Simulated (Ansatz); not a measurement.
# CH₅BO₃: one species, many methods

The task here is to estimate one member of a computed series from the others.

Method: functionals in def2-TZVPP, the program's frozen cores in correlated methods; program: Ansatz 0.2.0, Gaussian basis.

Plan: PBE-D4, r2SCAN-D4, PBE0-D4, B3LYP-D4, ωB97X-V, ωB97M-V, B2PLYP; CCSD(T)/def2-TZVPP; MP2/def2-QZVPP; extrapolation to the limit.

## The relaxed structure

The geometry comes from an earlier relaxation with PBE0-D4 in a triple-zeta def2 set; it is a stationary point, not always the lowest conformer.

SMILES `OCB(O)O`, 10 atoms, charge 0, spin multiplicity 1.

Atoms are counted from 1 here; the program's logs count them from 0.

Bond lengths: O1–C2 1.425 Å, O1–H6 0.959 Å, C2–B3 1.580 Å, C2–H7 1.099 Å, C2–H8 1.099 Å, B3–O4 1.358 Å, B3–O5 1.360 Å, O4–H9 0.965 Å, O5–H10 0.961 Å. Angles: C2–O1–H6 109.7°, O1–C2–B3 107.6°, O1–C2–H7 111.4°, O1–C2–H8 111.4°, B3–C2–H7 109.9°, B3–C2–H8 109.9°, H7–C2–H8 106.6°, C2–B3–O4 120.0°, C2–B3–O5 119.4°, O4–B3–O5 120.6°, B3–O4–H9 109.5°, B3–O5–H10 112.1°.

Set-up of the first run:

File in.yaml:

```yaml
crystal:
  periodic: [false, false, false]
  atoms:
    - {symbol: O, position_ang: [-1.309533, 0.706078, -0.764862]}
    - {symbol: C, position_ang: [-0.768415, 0.072018, 0.390917]}
    - {symbol: B, position_ang: [0.745284, -0.264374, 0.085564]}
    - {symbol: O, position_ang: [1.284715, 0.062270, -1.117635]}
    - {symbol: O, position_ang: [1.497236, -0.880966, 1.036002]}
    - {symbol: H, position_ang: [-2.229771, 0.925853, -0.611212]}
    - {symbol: H, position_ang: [-1.314416, -0.849381, 0.635984]}
    - {symbol: H, position_ang: [-0.836030, 0.722129, 1.274070]}
    - {symbol: H, position_ang: [0.615169, 0.489547, -1.665693]}
    - {symbol: H, position_ang: [2.398860, -1.034374, 0.739763]}
basis:
  gaussian: {orbitals: def2-TZVPP}
hamiltonian: {xc: pbe, dispersion: d4}
output: {forces: true, orbitals: {seedname: orbitals}}
```

Run with:

```console
> ansatz run in.yaml --threads 4 --pin off --events-out ev --progress --plain --max-ram 10444MiB
```

Steps of the session up to this table: PBE-D4 (GGA); r2SCAN-D4 (meta-GGA); PBE0-D4 (hybrid); B3LYP-D4 (hybrid); ωB97X-V (range-separated); ωB97M-V (range-separated); B2PLYP (double hybrid); CCSD(T) in def2-TZVPP; MP2 in def2-QZVPP.

One of the session's tables, all rows but one given; the rest of the session is left out.

| method | atomisation energy (kcal/mol) |
| --- | --- |
| PBE-D4 | 1012.2 |
| r2SCAN-D4 | 991.7 |
| PBE0-D4 | 986.6 |
| B3LYP-D4 | 985.7 |
| ωB97X-V | 987.1 |
| ωB97M-V | ? |
| B2PLYP | 978.9 |
| HF/def2-TZVPP | 705.9 |
| MP2/def2-TZVPP | 990.1 |
| CCSD/def2-TZVPP | 946.6 |
| CCSD(T)/def2-TZVPP | 962.1 |
| MP2/CBS | 1016.9 |
| CCSD(T)/CBS | 988.9 |

Q: Estimate the row for ωB97M-V from the others.

**Answer.** atomisation energy (kcal/mol): 992.2. In the column «atomisation energy (kcal/mol)» it lies between r2SCAN-D4 (991.7) and PBE-D4 (1012.2).

Limits of these values: Free atoms (3 O, 1 C, 1 B, 5 H) were run apart at each level; the atomisation energy is their sum less the molecule, without zero-point or spin-orbit terms.
